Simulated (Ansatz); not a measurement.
# OZr: the cost of one run

The runs use Ansatz 0.2.0, Gaussian basis; def2-QZVPP, core rule «outside noble gas», up to 5 orbitals frozen.

To be run: UHF; ROHF; CCSD(T) on UHF.

7 further runs of the same task are left out: 1 that didn't finish, 6 set aside as unsound or not needed.

## Step 1: The system

The geometry is a PBE0/def2-TZVP stationary point (not a proven minimum) of the parent state, kept for this charge and spin. No spin-orbit coupling is included. Elements past krypton take def2 core potentials.

2 atoms, charge 1, spin multiplicity 4.

Atoms are counted from 1 here; the program's logs count them from 0.

Bond lengths: Zr1–O2 1.723 Å.

## Step 2: UHF

The input, in.yaml:

```yaml
crystal:
  periodic: [false, false, false]
  atoms:
    - {symbol: Zr, position_ang: [0.000000, 0.000000, 0.000000]}
    - {symbol: O, position_ang: [0.000000, 0.000000, 1.723000]}
basis:
  gaussian: {orbitals: "def2-QZVPP.json"}
total_charge: 1
magnetization: {spin_polarized: true, initial_magnetization: 3}
hamiltonian: {xc: hf}
output: {orbitals: {seedname: orbitals}}
```

Command:

```
> ansatz run in.yaml --threads 1 --pin off --events-out ev --progress --plain --max-ram 4096MiB --backend cpu
```

Q: Estimate wall time and peak memory on 1 thread of AMD EPYC 7R13, shared host.

About 20 s, with a peak of 0.29 GiB.
